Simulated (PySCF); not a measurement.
# SiH4SO3 (SMILES O[Si](O)(O)S): levels of theory compared

Aim: a comparison of 6 runs (HF/STO-3G, HF/3-21G, HF/6-31+G*, TPSSh/pcseg-2, CCSD/3-21G, CCSD/6-31G) of SiH4SO3. The job is set up through a Python script.

Program for the calculation: PySCF 2.14.0.

### Step 1. The structure to begin with

The species is SiH4SO3 (9 atoms), meant as a singlet with charge 0. As SMILES, `O[Si](O)(O)S`. The coordinates come from a PBE0-D4/def2-TZVP relaxation. This is one conformer, not always the lowest.

Bond lengths: O1–Si2 1.629 Å, Si2–O3 1.630 Å, Si2–O4 1.634 Å, Si2–S5 2.124 Å, O1–H6 0.960 Å, O3–H7 0.958 Å, O4–H8 0.959 Å, S5–H9 1.343 Å. Angles: O1–Si2–O3 106.0°, O1–Si2–O4 115.7°, O1–Si2–S5 107.1°, O3–Si2–O4 106.4°, O3–Si2–S5 115.9°, O4–Si2–S5 106.1°, Si2–O1–H6 116.0°, Si2–O3–H7 117.4°, Si2–O4–H8 117.3°, Si2–S5–H9 93.7°.

### Step 2. Energy and forces at HF/STO-3G (run 1)

Input file input.py:

```python
from pyscf import gto

mol = gto.M(
    atom='''
O   -1.134900   1.001300  -0.500000
Si  -0.027400  -0.095500  -0.026200
O    0.925800  -0.360400  -1.322200
O   -0.619400  -1.552500   0.417400
S    0.939000   0.696200   1.691100
H   -1.375400   0.981600  -1.428900
H    1.559500  -1.077100  -1.264900
H   -1.151300  -1.586800   1.214200
H    0.972600   1.946800   1.202400
''',
    charge=0,
    max_memory=1860,
    basis='sto-3g',
    verbose=4,
    spin=0,
)

mf = mol.RHF()
mf.conv_tol = 1e-10
mf.kernel()
if not mf.converged:
    mf = mf.newton().run(mf.mo_coeff, mf.mo_occ)

e_final = mf.e_tot
print('Final energy', e_final)
grad = mf.nuc_grad_method().kernel()
dip = mf.dip_moment()
pop, q = mf.mulliken_pop()
```

Started as:

```sh
$ OMP_NUM_THREADS=1 python input.py
```

The program printed:

```text
PySCF version 2.14.0

[... 61 lines left out ...]
converged SCF energy = -902.70083689404
Final energy -902.7008368940401
[... 11 lines left out ...]
Dipole moment(X, Y, Z, Debye): -0.17080, -0.37708, -0.42442
[... 8 lines left out ...]
pop of  1 Si 3s           1.04571
pop of  1 Si 2px          1.96566
pop of  1 Si 2py          1.96415
pop of  1 Si 2pz          1.96429
pop of  1 Si 3px          0.64268
pop of  1 Si 3py          0.59529
pop of  1 Si 3pz          0.67043
pop of  2 O 1s            1.99757
pop of  2 O 2s            1.81863
pop of  2 O 2px           1.51574
pop of  2 O 2py           1.55538
pop of  2 O 2pz           1.63063
pop of  3 O 1s            1.99759
pop of  3 O 2s            1.81916
pop of  3 O 2px           1.67899
pop of  3 O 2py           1.57248
pop of  3 O 2pz           1.45265
pop of  4 S 1s            1.99991
pop of  4 S 2s            1.99667
pop of  4 S 3s            1.87591
pop of  4 S 2px           1.99608
pop of  4 S 2py           1.97972
pop of  4 S 2pz           1.98750
pop of  4 S 3px           1.82350
pop of  4 S 3py           1.03019
pop of  4 S 3pz           1.43978
pop of  5 H 1s            0.81379
pop of  6 H 1s            0.81323
pop of  7 H 1s            0.81845
pop of  8 H 1s            1.03545
 ** Mulliken atomic charges  **
charge of    0O =     -0.51646
charge of    1Si =      1.16546
charge of    2O =     -0.51795
charge of    3O =     -0.52087
charge of    4S =     -0.12925
charge of    5H =      0.18621
charge of    6H =      0.18677
charge of    7H =      0.18155
charge of    8H =     -0.03545
```

It took 1.6 s on 1 thread of Arm Neoverse V2, shared host; peak memory 0.12 GiB.

### Step 3. Energy and gradient at HF/3-21G (run 2)

Input file input.py:

```python
import pyscf.grad
from pyscf import gto, scf

mol = gto.M(
    atom=[
    ('O', (-1.134900, 1.001300, -0.500000)),
    ('Si', (-0.027400, -0.095500, -0.026200)),
    ('O', (0.925800, -0.360400, -1.322200)),
    ('O', (-0.619400, -1.552500, 0.417400)),
    ('S', (0.939000, 0.696200, 1.691100)),
    ('H', (-1.375400, 0.981600, -1.428900)),
    ('H', (1.559500, -1.077100, -1.264900)),
    ('H', (-1.151300, -1.586800, 1.214200)),
    ('H', (0.972600, 1.946800, 1.202400)),
],
    spin=0,
    basis='3-21g',
    max_memory=1860,
    verbose=4,
)

myscf = scf.RHF(mol)
myscf.conv_tol = 1e-10
myscf.kernel()
if not myscf.converged:
    myscf = myscf.newton().run(myscf.mo_coeff, myscf.mo_occ)

etot = myscf.e_tot
print('Final energy', etot)
grad = myscf.Gradients().kernel()
myscf.analyze()
```

Started as:

```sh
$ OMP_NUM_THREADS=1 python input.py
```

The program printed:

```text
PySCF version 2.14.0

[... 79 lines left out ...]
Total Energy =                        -908.793858241139787
[... 7 lines left out ...]
MO #1   energy= -91.3102980924096  occ= 2
[... 5 lines left out ...]
MO #7   energy= -6.58933075558804  occ= 2
[... 5 lines left out ...]
MO #13  energy= -4.32329076072232  occ= 2
[... 5 lines left out ...]
MO #19  energy= -0.720418927197406 occ= 2
[... 5 lines left out ...]
MO #25  energy= -0.532200344971355 occ= 2
[... 5 lines left out ...]
MO #31  energy= 0.193658392436447  occ= 0
[... 5 lines left out ...]
MO #37  energy= 0.384093516768172  occ= 0
[... 5 lines left out ...]
MO #43  energy= 0.738031410997419  occ= 0
[... 5 lines left out ...]
MO #49  energy= 1.29028650161029   occ= 0
[... 5 lines left out ...]
MO #55  energy= 2.01709151719059   occ= 0
[... 5 lines left out ...]
MO #61  energy= 3.40750656068051   occ= 0
[... 34 lines left out ...]
pop of  3 O 2s            1.63179
pop of  3 O 3s            0.00318
pop of  3 O 2px           1.72981
pop of  3 O 2py           1.74942
pop of  3 O 2pz           1.59522
pop of  3 O 3px           0.00260
pop of  3 O 3py           0.00412
pop of  3 O 3pz           0.00179
pop of  4 S 1s            1.99999
pop of  4 S 2s            1.99964
pop of  4 S 3s            1.71209
pop of  4 S 4s            0.00569
pop of  4 S 2px           1.99993
pop of  4 S 2py           1.99981
pop of  4 S 2pz           1.99986
pop of  4 S 3px           1.83139
pop of  4 S 3py           1.17111
pop of  4 S 3pz           1.60445
pop of  4 S 4px           0.00287
pop of  4 S 4py           0.00936
pop of  4 S 4pz           0.00189
pop of  5 H 1s            0.66354
pop of  5 H 2s            0.01114
pop of  6 H 1s            0.66320
pop of  6 H 2s            0.01115
pop of  7 H 1s            0.66582
pop of  7 H 2s            0.01136
pop of  8 H 1s            0.89650
pop of  8 H 2s            0.00684
 ** Mulliken atomic charges  **
charge of    0O =     -0.71498
charge of    1Si =      1.41419
charge of    2O =     -0.71385
charge of    3O =     -0.71774
charge of    4S =     -0.33807
charge of    5H =      0.32532
charge of    6H =      0.32565
charge of    7H =      0.32282
charge of    8H =      0.09666
Dipole moment(X, Y, Z, Debye): -0.56959, -0.61168, -1.19174
```

Wall time 1.7 s (1 thread of Arm Neoverse V2, shared host); peak memory 0.13 GiB.

Runs 3 to 5 aren't shown in full; the table further down has their settings and results.

### Step 4. The energy at CCSD/6-31G (run 6)

Input file input.py:

```python
from pyscf import gto, scf, cc

molecule = gto.Mole()
molecule.atom = [
    ('O', (-1.134900, 1.001300, -0.500000)),
    ('Si', (-0.027400, -0.095500, -0.026200)),
    ('O', (0.925800, -0.360400, -1.322200)),
    ('O', (-0.619400, -1.552500, 0.417400)),
    ('S', (0.939000, 0.696200, 1.691100)),
    ('H', (-1.375400, 0.981600, -1.428900)),
    ('H', (1.559500, -1.077100, -1.264900)),
    ('H', (-1.151300, -1.586800, 1.214200)),
    ('H', (0.972600, 1.946800, 1.202400)),
]
molecule.basis = '6-31g'
molecule.max_memory = 1860
molecule.verbose = 4
molecule.build()

mf = scf.RHF(molecule)
mf.conv_tol = 1e-10
mf.kernel()
if not mf.converged:
    mf = mf.newton().run(mf.mo_coeff, mf.mo_occ)

mycc = cc.CCSD(mf, frozen=13)
mycc.kernel()
e_tot = mycc.e_tot
print('Final energy', e_tot)
mf.analyze()
```

Started as:

```sh
$ OMP_NUM_THREADS=1 python input.py
```

The program printed:

```text
PySCF version 2.14.0

[... 63 lines left out ...]
converged SCF energy = -913.308143672289
[... 32 lines left out ...]
Two-electron Energy =                  668.190073391572923
[... 8 lines left out ...]
MO #5   energy= -20.5893130141344  occ= 2
[... 6 lines left out ...]
MO #12  energy= -4.3945903191303   occ= 2
[... 6 lines left out ...]
MO #19  energy= -0.739605137202638 occ= 2
[... 6 lines left out ...]
MO #26  energy= -0.53680584809087  occ= 2
[... 6 lines left out ...]
MO #33  energy= 0.210573351148512  occ= 0
[... 6 lines left out ...]
MO #40  energy= 0.503028317557154  occ= 0
[... 6 lines left out ...]
MO #47  energy= 1.08807096609559   occ= 0
[... 6 lines left out ...]
MO #54  energy= 1.3449901372483    occ= 0
[... 6 lines left out ...]
MO #61  energy= 1.96165414811519   occ= 0
[... 34 lines left out ...]
pop of  3 O 2s            1.63498
pop of  3 O 3s            0.00403
pop of  3 O 2px           1.74975
pop of  3 O 2py           1.75151
pop of  3 O 2pz           1.62211
pop of  3 O 3px           0.00575
pop of  3 O 3py           0.00592
pop of  3 O 3pz           0.00427
pop of  4 S 1s            2.00000
pop of  4 S 2s            1.99998
pop of  4 S 3s            1.71115
pop of  4 S 4s            0.00472
pop of  4 S 2px           1.99999
pop of  4 S 2py           1.99997
pop of  4 S 2pz           1.99998
pop of  4 S 3px           1.82407
pop of  4 S 3py           1.17538
pop of  4 S 3pz           1.58354
pop of  4 S 4px           0.00291
pop of  4 S 4py           0.01376
pop of  4 S 4pz           0.00218
pop of  5 H 1s            0.62766
pop of  5 H 2s            0.01658
pop of  6 H 1s            0.62716
pop of  6 H 2s            0.01673
pop of  7 H 1s            0.63001
pop of  7 H 2s            0.01673
pop of  8 H 1s            0.88099
pop of  8 H 2s            0.00636
 ** Mulliken atomic charges  **
charge of    0O =     -0.77495
charge of    1Si =      1.46826
charge of    2O =     -0.77516
charge of    3O =     -0.77831
charge of    4S =     -0.31763
charge of    5H =      0.35576
charge of    6H =      0.35611
charge of    7H =      0.35326
charge of    8H =      0.11265
Dipole moment(X, Y, Z, Debye): -0.27068, -0.41572, -0.66687
```

Run time: 4.2 s. Hardware: 1 thread of Arm Neoverse V2, shared host; peak memory 0.18 GiB.

### Step 5. Overview of the runs

```tsv
run	level	integration grid	task	energy (Eh)	dipole moment (D) of the reference	HOMO energy (eV)	LUMO energy (eV)	wall time
1	HF/STO-3G	–	gradient	-902.700837	0.59	-7.39	10.81	1.6 s
2	HF/3-21G	–	gradient	-908.793858	1.46	-10.86	4.77	1.7 s
3	HF/6-31+G* (spherical functions)	–	gradient	-913.524568	0.85	-10.55	1.45	15 s
4	TPSSh/pcseg-2	5	gradient	-916.117968	0.83	-6.97	-0.34	7.6 min
5	CCSD/3-21G	–	energy	-909.265502	1.46	-10.86	4.77	3.6 s
6	CCSD/6-31G	–	energy	-913.794306	0.83	-11.00	3.90	4.2 s
```

### Step 6. What came out

| quantity | value |
| --- | --- |
| run 6: total energy | -913.79431 Eh |
| run 6: dipole moment (Hartree–Fock density) | 0.83 D |
| run 6: HOMO energy (Hartree–Fock orbitals) | -11.00 eV |
| run 6: LUMO energy (Hartree–Fock orbitals) | 3.90 eV |
| run 6: HOMO–LUMO gap (Hartree–Fock orbitals) | 14.91 eV |
| run 6: correlation energy (13 core orbitals frozen) | -486.2 mEh |
| run 6: T1 diagnostic | 0.012 |

In words: Over runs 1, 2, 3, 4 the dipole moment (its size) runs from 0.59 D (HF/STO-3G) to 1.46 D (HF/3-21G). Over runs 1, 2, 3, 4 the HOMO–LUMO gap runs from 6.63 eV (TPSSh/pcseg-2) to 18.20 eV (HF/STO-3G). The two ends differ in method and basis. In run 1 the basis is minimal, so the values are rough. All runs together took 8 min, the longest 7.6 min.
